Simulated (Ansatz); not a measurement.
Task: the interaction energy of a dimer with the counterpoise correction of O2Si, SMILES O=[Si]=O, with Ansatz 0.2.0 through its Python package. Give the script and its output. Settings (for the species named): MP2, cc-pVDZ basis, multiplicity 1.

| atom | x (Å) | y (Å) | z (Å) |
| --- | --- | --- | --- |
| O | 0.6912 | 1.2173 | 0.5137 |
| Si | -0.0007 | 0.0004 | -0.0002 |
| O | -0.6905 | -1.2177 | -0.5136 |

Script `dimer_o2si.py`:
```python
# -*- coding: utf-8 -*-
"""Interaction energy of two O2Si molecules, with the counterpoise correction."""

import ansatz as az

FIRST = [
    ("O", (0.6912, 1.2173, 0.5137)),
    ("Si", (-0.0007, 0.0004, -0.0002)),
    ("O", (-0.6905, -1.2177, -0.5136)),
]
SECOND = [
    ("O", (-0.3338, 2.5957, -1.2524)),
    ("Si", (0.8484, 3.5015, -1.3271)),
    ("O", (2.0291, 4.409, -1.4029)),
]

def energy(atoms, ghosts=()):
    molecule = az.Crystal.molecule()
    for symbol, xyz in atoms:
        molecule = molecule.atom(symbol, xyz)
    calc = (
        molecule.calculation()
        .basis(gaussian="cc-pVDZ")
        .correlation("mp2")  # correlation on top of the mean field
    )
    deck = calc.input()
    if ghosts:
        deck = deck.set(az.key.basis.gaussian.ghost_atoms, [{"symbol": s, "position_ang": list(xyz)} for s, xyz in ghosts])
    return az.Session.from_dict(deck).plan().execute().report["free_energy_ev"]

# monomers in their own basis and in the basis of the dimer
both = energy(FIRST + SECOND)
alone = energy(FIRST) + energy(SECOND)
ghosted = energy(FIRST, SECOND) + energy(SECOND, FIRST)
print(f"dimer {both:.6f} eV")
print(f"interaction, uncorrected   {(both - alone):8.3f} eV")
print(f"interaction, counterpoise  {(both - ghosted):8.3f} eV")
print(f"basis-set superposition    {(alone - ghosted):8.3f} eV")
```

```console
$ python dimer_o2si.py
dimer -23896.949858 eV
interaction, uncorrected     -0.066 eV
interaction, counterpoise     0.154 eV
basis-set superposition       0.220 eV
```

Uncorrected it is -0.066 eV, with the counterpoise correction 0.154 eV; the difference, 0.220 eV, is the superposition error. The sign changes with the correction, so this basis doesn't settle it.

Total energies depend on the basis set; only differences at equal settings carry meaning. The dimer is a generated trial pose of unrelaxed monomers, not a minimum, so the figure is no binding energy, and the basis set is small. Timing: 3.3 s on 1 thread of Arm Neoverse V2, with other jobs on the host, peak memory 0.21 GiB.
